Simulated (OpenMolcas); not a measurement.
# Pr⁴⁺ with 6 ligands (fluoride): CASSCF and CASPT2 levels and susceptibility

Aim: the ligand-field states of Pr⁴⁺ in this surrounding, its lowest levels with spin-orbit coupling and its magnetic susceptibility.

Program: OpenMolcas 26.06. Level of theory: state-averaged CASSCF and CASPT2, spin-orbit coupling by RASSI with atomic mean-field integrals. These are calculated values, not measurements, unless marked.

## Step 1: The system

```
Species                           : Pr⁴⁺ (praseodymium, Z = 59, 55 electrons)
Basis                             : ANO-RCC-VDZP [7s6p4d2f1g], 152 functions with the ligands
Scalar Hamiltonian                : DKH2, point nucleus
Inactive shells                   : 1s 2s 2p 3s 3p 3d 4s 4p 4d 5s 5p of the metal, and all ligand shells
Active space                      : 1 electron in 7 orbitals (4f)
Some configurations of this space : 4f
Orbitals                          : optimised for the highest spin of each parity, averaged over all roots
```

The outer shells:

4f
```
4f [↑ ][  ][  ][  ][  ][  ][  ]
```

Pr⁴⁺ is taken with 6 ligands (fluoride) in trigonal antiprism coordination (D3d) at 2.09 Å, a polar angle of 56.4° against the regular 54.74°. A charge of +0.333 e stands 3.2 Å behind each ligand. Ligand basis ANO-RCC-VDZP. The distances are assumed, not relaxed.

```xyz
7

Pr    0.0000    0.0000    0.0000
F     0.0000    1.7404    1.1573
F    -1.5072   -0.8702    1.1573
F     1.5072   -0.8702    1.1573
F     0.0000   -1.7404   -1.1573
F     1.5072    0.8702   -1.1573
F    -1.5072    0.8702   -1.1573
```

Each step is its own input file, run in one work folder so that later steps find the files of earlier ones. Labels, J, g values, rates, χT and fits are worked out afterwards by a script from the matrices that RASSI stores. The input lists half of the charges; inversion (Group=XYZ) makes the rest.

## Step 2: One- and two-electron integrals

a.inp

```
&GATEWAY
Coord
7

Pr 0.0 0.0 0.0
F 0.000000 1.740355 1.157266
F -1.507191 -0.870177 1.157266
F 1.507191 -0.870177 1.157266
F 0.000000 -1.740355 -1.157266
F 1.507191 0.870177 -1.157266
F -1.507191 0.870177 -1.157266
Basis=Pr.ANO-RCC-VDZP,F.ANO-RCC-VDZP
Group=XYZ
NoMove
AngMom=0.0 0.0 0.0
AMFI
RICD
XField
3 Angstrom 0
0.000000 4.405013 2.929157 0.333333
3.814853 -2.202506 2.929157 0.333333
3.814853 2.202506 -2.929157 0.333333
&SEWARD
```

Started as:

```sh
$ OMP_NUM_THREADS=1 MOLCAS_MEM=2457 MOLCAS_PROJECT=a pymolcas a.inp > a.log
```

## Step 3: Reference wave functions, doublets of odd parity, 7 roots

a.inp

```
&RASSCF
FileOrb=start.orb
Symmetry=2
Spin=2
nActEl=1 0 0
Inactive=30 27
Ras2=0 7
CIRoot=7 7 1
SDav=7
CIMx=300
Iter=150 100
PrWF=0.3
OrbListing=Nothing
MaxOrb=0
LevShft=1.0
>>> COPY $Project.JobIph JOB001
```

start.orb holds start orbitals that the driver prepared beforehand, or those of the step before.

## Step 4: State interaction with spin-orbit coupling

a.inp

```
&RASSI
NrOfJobIphs=1 7
1 2 3 4 5 6 7
IphNames
JOB001
EJob
SpinOrbit
DIPRint=1.0
SOCoupling=1000.0
Subsets=2
Property=9
'ANGMOM' 1 'ANGMOM' 2 'ANGMOM' 3 'MLTPL  1' 1 'MLTPL  1' 2 'MLTPL  1' 3
'AMFI' 1 'AMFI' 2 'AMFI' 3
SOProperty=3
'ANGMOM' 1 'ANGMOM' 2 'ANGMOM' 3
```

## Step 5: CASPT2: IPEA 0.25, imaginary shift 0.1 (closed shells correlated: 5s 5p of the metal, with ligand shells; the Frozen line counts the rest)

a.inp

```
>>> COPY JOB001 $Project.JobIph
&CASPT2
Multistate=7 1 2 3 4 5 6 7
NoMult
Frozen=17 12
IPEA=0.25
Imaginary=0.1
MaxIter=60
WThr=0.0 0.3 0.05
PrWF=0.5
NoMix
```

(Steps that only read results are left out.)

**Question.** What will these runs give? Wanted: spin-free ground state; first state of the same spin within the active space; lowest level; next level.

As calculated:

```
                                            quantity                                                                                                                                          value
                                              method  SS-CASPT2, IPEA 0.25, imaginary shift 0.1 (closed shells correlated: 5s 5p of the metal, with ligand shells; the Frozen line counts the rest)
                              spin-free ground state                                                                                                                2A2, 1-fold in its orbital part
first state of the same spin within the active space                                                                                                                                2E at 1040 cm⁻¹
                                        lowest level                                                                                                              2-fold E1/2, g = 0.61, 1.21, 1.21
                                          next level                                                                                                                                    1693.7 cm⁻¹
                                         χT at 300 K                                                                                                                                 0.26 cm³ K/mol
                           effective moment at 300 K                                                                                                                                        1.44 μB
```

Cost by method:

```csv
method,time of its own steps,time with the reference
A. CASSCF,12 s,12 s
"B. SS-CASPT2, IPEA 0.25, imaginary shift 0.1, +5s 5p",25 s,38 s
```

Times are of one thread on a shared host.

In words: The spin-free ground state (2A2) comes to 100 % from free-ion F terms and keeps the highest spin of the shell. CASPT2 does not keep the components of a term degenerate, and the means are used. The bonds are covalent and no ligand orbital is active, so the numbers are rough.
